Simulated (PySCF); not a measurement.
# C5H7ClO2S: magnetic properties

What do calculations give for the magnetic properties of C5H7ClO2S (`O=S(=O)(Cl)C1=CCCC1`)?

Computed with PySCF 2.14.0 and routines of our own; the level stands in each step. Atoms count from 0.

## Step 1: The starting structure

16 atoms, charge 0, multiplicity 1; geometry from: GFN2-xTB.

## Step 2: Magnetic properties: GIAO BHandHLYP/pcSseg-1

Job settings and geometry (Å):

```
{"job": {"kind": "mag", "xc": "BHandHLYP", "basis": "pcSseg-1", "isotopologues": 0}, "charge": 0, "multiplicity": 1}
O      2.853326     0.947220    -1.208666
S      2.364296     0.130616    -0.146235
O      2.897992     0.289912     1.167262
Cl     2.715380    -1.814625    -0.683394
C      0.607969     0.122151    -0.110633
C     -0.167496     0.659828    -1.033644
C     -1.611102     0.426472    -0.712127
C     -1.587009    -0.151295     0.720079
C     -0.124014    -0.567454     0.985537
H      0.169730     1.180516    -1.911053
H     -2.196059     1.343334    -0.781021
H     -2.028700    -0.283841    -1.429766
H     -1.884898     0.618006     1.431175
H     -2.270350    -0.990010     0.827255
H      0.235444    -0.253701     1.965203
H      0.017892    -1.648187     0.908619
```

Level: GIAO BHandHLYP/pcSseg-1 magnetisability, rotational g tensor and spin-rotation constants, non-relativistic, gas phase.

On the command line:

```bash
> OMP_NUM_THREADS=1 python excited_run.py task.json out
```

The driver reads the jobs from task.json and runs them one after another.

The log of the run:

```text
coarse grid: 15192 points
cycle   1  E = -1202.9094816668  dE =  2.494e+00  |g| = 1.120e+00  |ddm| = 4.002e+00
cycle   2  E = -1202.6560325039  dE =  2.534e-01  |g| = 1.663e+00  |ddm| = 2.339e+00
cycle   3  E = -1203.1476584999  dE = -4.916e-01  |g| = 1.090e-01  |ddm| = 1.512e+00
cycle   4  E = -1203.1496893525  dE = -2.031e-03  |g| = 6.597e-02  |ddm| = 1.778e-01
cycle   5  E = -1203.1506770473  dE = -9.877e-04  |g| = 9.245e-03  |ddm| = 6.640e-02
cycle   6  E = -1203.1506946734  dE = -1.763e-05  |g| = 4.887e-03  |ddm| = 1.396e-02
cycle   7  E = -1203.1506995949  dE = -4.922e-06  |g| = 1.291e-03  |ddm| = 5.491e-03
final grid: 139552 points
cycle   8  E = -1203.2070554940  dE = -1.770e-05  |g| = 3.687e-03  |ddm| = 1.713e-02
cycle   9  E = -1203.2070552473  dE =  2.467e-07  |g| = 4.006e-03  |ddm| = 7.049e-03
cycle  10  E = -1203.2070587284  dE = -3.481e-06  |g| = 5.861e-04  |ddm| = 3.678e-03
cycle  11  E = -1203.2070587859  dE = -5.746e-08  |g| = 2.126e-04  |ddm| = 6.441e-04
cycle  12  E = -1203.2070587955  dE = -9.650e-09  |g| = 3.756e-05  |ddm| = 2.372e-04
cycle  13  E = -1203.2070587959  dE = -3.392e-10  |g| = 1.974e-05  |ddm| = 6.237e-05
converged SCF energy = -1203.2070587959

Magnetisability tensor (1e-30 J/T^2)
    -1363.32       51.43       -5.33
       51.43    -1560.97     -103.34
       -5.33     -103.34    -1422.60
isotropic -1448.96   principal values   -1623.30  -1390.86  -1332.73
isotropic susceptibility -87.259 1e-6 cm^3/mol

Inertial axes            a          b          c
rot. const./GHz      2.1460     0.8261     0.7859
chi total           -83.752    -89.183    -88.840
chi diamagnetic    -663.090  -1541.882  -1603.405
chi paramagnetic    579.337   1452.699   1514.565
quadrupole/D A        4.500     -1.464     -3.036
g nuclear            0.5454     0.5523     0.5485
g electronic        -0.5841    -0.5638    -0.5592
g total             -0.0387    -0.0114    -0.0107

Spin-rotation constants (kHz, H = +C I.J)
atom  isotope        aa         bb         cc
  3   35Cl        1.256      0.257      0.392
  9     1H       -0.182     -0.001     -0.025
 10     1H       -0.068     -0.029     -0.091
 11     1H       -0.204     -0.064     -0.009
 12     1H       -0.162     -0.067     -0.025
 13     1H       -0.157     -0.005     -0.087
 14     1H       -0.226     -0.090      0.028
 15     1H       -0.203      0.019     -0.084
  0    17O*      -0.694     -0.204     -0.197
  1    33S*       1.050      0.330      0.270
  4    13C*       0.906      0.277      0.238
  5    13C*       0.971      0.268      0.208
  6    13C*       0.337      0.143      0.135
  7    13C*       0.295      0.133      0.119
  8    13C*       0.324      0.137      0.135
* in the singly substituted isotopologue
```

It took 46 s on 1 thread of Arm Neoverse V2, shared host; peak memory 0.92 GiB.

From this job:

| quantity | value |
| --- | --- |
| magnetisability | -1449·10⁻³⁰ J/T² |
| molar susceptibility | -87.3·10⁻⁶ cm³/mol |
| rotational g (a, b, c) | -0.0387, -0.0114, -0.0107 |

The fields below are evaluated on a grid from the run's orbitals.

Frontier orbitals at BHandHLYP/pcSseg-1, with the share of their density that lies nearest to each atom:

| orbital | energy (eV) | lies on |
| --- | --- | --- |
| HOMO | -9.33 | C4, C5 about 29 % each; H11, H15 about 6 % each; Cl3 6 % |
| LUMO | -0.74 | S1 23 %; Cl3 22 %; C5 19 % |

ELF in a plane through or near 7 of the atoms.

Ten even steps from ' ' (0.00) to '@' (1.00):
```
                                                        
                                                        
                                                        
                                                        
                      ..::==--                          
            ....      --**%%**::                        
        ..--++++--    --##%%%%++--::::--::..            
        ::++****==..  ::++++..**%%++++**--::            
        ..--****++--..==####==%%%%::::++--..            
        ..--++::..==##++==%%++--++==--==..              
          --::--##--@@::--====..--%%%%++..              
      ..::++##**--==++==##%%++####::--##++--            
    ..--##%%====##--  ..==::++##%%++%%@@@@%%::          
      --**%%####%%==  --%%@@##**====%%@@@@%%::          
        --++####**::  %%@@@@@@**..  ::++++--            
          ..::--::    ##@@@@@@++                        
                      ..++##++                          
                                                        
                                                        
                                                        
```
The map spans 10.9 Å across and 9.7 Å up, centred on the molecule. Atoms in the plane (x, y in Å): O0 (-2.9, -1.5), S1 (-2.4, -0.2), C4 (-0.6, -0.1), C5 (0.2, -1.2), C7 (1.6, 0.7), C8 (0.1, 1.1), H9 (-0.2, -2.2).

On the surface of density 0.002 e/bohr³ the electrostatic potential runs, from the 1st to the 99th percentile, from -1.52 V near O2 to 1.25 V near H9.

## Step 3: Magnetic properties: GIAO B97-D/6-31++G**

Settings changed since step 2:

```diff
@@ -1,2 +1,2 @@
-{"job": {"kind": "mag", "xc": "BHandHLYP", "basis": "pcSseg-1", "isotopologues": 0}, "charge": 0, "multiplicity": 1}
+{"job": {"kind": "mag", "xc": "B97-D", "basis": "6-31++G**"}, "charge": 0, "multiplicity": 1}
 O      2.853326     0.947220    -1.208666
```

Level: GIAO B97-D/6-31++G** magnetisability, rotational g tensor and spin-rotation constants, non-relativistic, gas phase.

The log of the run:

```text
coarse grid: 15192 points
cycle   1  E = -1203.0571981079  dE =  1.918e+00  |g| = 1.238e+00  |ddm| = 1.316e+01
cycle   2  E = -1201.2435634453  dE =  1.814e+00  |g| = 3.179e+00  |ddm| = 7.757e+01
cycle   3  E = -1203.3184066400  dE = -2.075e+00  |g| = 4.282e-01  |ddm| = 7.098e+01
cycle   4  E = -1203.3610563363  dE = -4.265e-02  |g| = 2.154e-01  |ddm| = 3.383e+00
cycle   5  E = -1203.3722731991  dE = -1.122e-02  |g| = 6.303e-02  |ddm| = 1.115e+00
cycle   6  E = -1203.3731064429  dE = -8.332e-04  |g| = 2.951e-02  |ddm| = 4.299e-01
cycle   7  E = -1203.3733253239  dE = -2.189e-04  |g| = 8.385e-03  |ddm| = 2.309e-01
cycle   8  E = -1203.3733425113  dE = -1.719e-05  |g| = 3.264e-03  |ddm| = 7.034e-02
cycle   9  E = -1203.3733442555  dE = -1.744e-06  |g| = 1.564e-03  |ddm| = 2.469e-02
final grid: 139552 points
cycle  10  E = -1203.2690193397  dE = -5.234e-05  |g| = 1.139e-02  |ddm| = 6.781e-01
cycle  11  E = -1203.2688600569  dE =  1.593e-04  |g| = 2.816e-02  |ddm| = 2.252e-01
cycle  12  E = -1203.2690487831  dE = -1.887e-04  |g| = 3.548e-03  |ddm| = 1.721e-01
cycle  13  E = -1203.2690516050  dE = -2.822e-06  |g| = 7.495e-04  |ddm| = 2.225e-02
cycle  14  E = -1203.2690517206  dE = -1.156e-07  |g| = 3.816e-04  |ddm| = 8.763e-03
cycle  15  E = -1203.2690517505  dE = -2.988e-08  |g| = 9.471e-05  |ddm| = 3.057e-03
cycle  16  E = -1203.2690517523  dE = -1.767e-09  |g| = 4.169e-05  |ddm| = 1.186e-03
cycle  17  E = -1203.2690517527  dE = -3.929e-10  |g| = 1.604e-05  |ddm| = 3.245e-04
converged SCF energy = -1203.2690517527

Magnetisability tensor (1e-30 J/T^2)
    -1288.39       52.63        0.68
       52.63    -1500.36     -102.56
        0.68     -102.56    -1353.33
isotropic -1380.69   principal values   -1561.23  -1315.66  -1265.19
isotropic susceptibility -83.147 1e-6 cm^3/mol

Inertial axes            a          b          c
rot. const./GHz      2.1460     0.8261     0.7859
chi total           -79.358    -85.509    -84.574
chi diamagnetic    -661.674  -1540.414  -1602.212
chi paramagnetic    582.315   1454.905   1517.638
quadrupole/D A        4.403     -1.650     -2.754
g nuclear            0.5454     0.5523     0.5485
g electronic        -0.5871    -0.5646    -0.5603
g total             -0.0417    -0.0123    -0.0118

Spin-rotation constants (kHz, H = +C I.J)
atom  isotope        aa         bb         cc
  3   35Cl        1.286      0.267      0.403
  9     1H       -0.179     -0.002     -0.024
 10     1H       -0.062     -0.027     -0.091
 11     1H       -0.202     -0.063     -0.006
 12     1H       -0.159     -0.066     -0.024
 13     1H       -0.153     -0.002     -0.087
 14     1H       -0.224     -0.090      0.033
 15     1H       -0.202      0.023     -0.080
  0    17O*      -0.673     -0.198     -0.198
  1    33S*       0.965      0.303      0.247
  4    13C*       0.799      0.254      0.225
  5    13C*       0.822      0.231      0.187
  6    13C*       0.322      0.135      0.126
  7    13C*       0.279      0.127      0.112
  8    13C*       0.305      0.132      0.129
* in the singly substituted isotopologue
```

It took 60 s on 1 thread of Arm Neoverse V2, shared host; peak memory 0.73 GiB.

In short:

| quantity | value |
| --- | --- |
| magnetisability | -1381·10⁻³⁰ J/T² |
| molar susceptibility | -83.1·10⁻⁶ cm³/mol |
| rotational g (a, b, c) | -0.0417, -0.0123, -0.0118 |

## Step 4: The levels compared

| level | ξ (10⁻³⁰ J/T²) | g(a) | g(b) | gap (eV) | functions | time |
| --- | --- | --- | --- | --- | --- | --- |
| GIAO BHandHLYP/pcSseg-1 | -1449 | -0.0387 | -0.0114 | 8.59 | 202 | 46 s |
| GIAO B97-D/6-31++G** | -1381 | -0.0417 | -0.0123 | 4.28 | 212 | 60 s |

## Step 5: What came out

| quantity | value |
| --- | --- |
| magnetisability (step 2, GIAO BHandHLYP/pcSseg-1) | -1449·10⁻³⁰ J/T² |
| molar susceptibility (step 2, GIAO BHandHLYP/pcSseg-1) | -87.3·10⁻⁶ cm³/mol |
| rotational g (a, b, c) (step 2, GIAO BHandHLYP/pcSseg-1) | -0.0387, -0.0114, -0.0107 |
| surface potential, 1st and 99th percentile | -1.52 V and 1.25 V |
| magnetisability over the levels | -1449 to -1381·10⁻³⁰ J/T² |

In words: At BHandHLYP/pcSseg-1, counted by nearest atom on the grid, the HOMO lies on C4, C5 about 29 % each; H11, H15 about 6 % each, the LUMO on S1 23 %; Cl3 22 %. The magnetisability spreads by 4.8 % over 2 levels, from GIAO BHandHLYP/pcSseg-1 (46 s) to GIAO B97-D/6-31++G** (60 s); the runs took 46 s to 60 s. Two levels can agree by chance, so this spread shows no convergence. Vibrational averaging and real surroundings are missing from these values.
